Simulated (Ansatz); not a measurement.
# ClH3InO: the cost of one run

Program: Ansatz 0.2.0. Level of theory: RKS PBE/def2-SVP. These are calculated values, not measurements.

## 1. The structure to begin with

Bond lengths: O1–In2 2.364 Å, In2–Cl3 2.269 Å, O1–H4 0.968 Å, O1–H5 0.969 Å, In2–H6 1.717 Å. Angles: O1–In2–Cl3 100.0°, O1–In2–H6 91.9°, Cl3–In2–H6 168.1°, In2–O1–H4 122.6°, In2–O1–H5 130.4°, H4–O1–H5 107.0°.

As a file:

```xyz
6

O    -0.3538    0.7134    0.7146
In    0.6304   -0.8168   -0.7944
Cl   -1.2303   -1.6053   -1.8252
H    -1.3104    0.8459    0.7738
H     0.0548    1.3049    1.3636
H     2.2093   -0.4421   -0.2324
```

## 2. Preparing the start

The input, input.yaml:

```yaml
crystal:
  periodic: [false, false, false]
  atoms:
    - { symbol: O, position_ang: [-0.35379, 0.71341, 0.71457] }
    - { symbol: In, position_ang: [0.63036, -0.81677, -0.79439] }
    - { symbol: Cl, position_ang: [-1.23025, -1.6053, -1.82518] }
    - { symbol: H, position_ang: [-1.31042, 0.84586, 0.77376] }
    - { symbol: H, position_ang: [0.05484, 1.30494, 1.36362] }
    - { symbol: H, position_ang: [2.20926, -0.44214, -0.23238] }
total_charge: 1
basis:
  gaussian: { orbitals: def2-SVP }
hamiltonian:
  xc: pbe
relax:
  f_tol: 0.02
  max_steps: 40
scf:
  lower_state_search: "off"
```

Started as:

```console
$ ansatz run input.yaml --threads 1 --pin off --max-ram 2048MiB --backend cpu --events-out ev --progress --plain --runs-dir out
```

What time and memory should one allow on 1 thread of Arm Neoverse V2, shared host?

About 7.1 s, with a peak of 0.12 GiB.
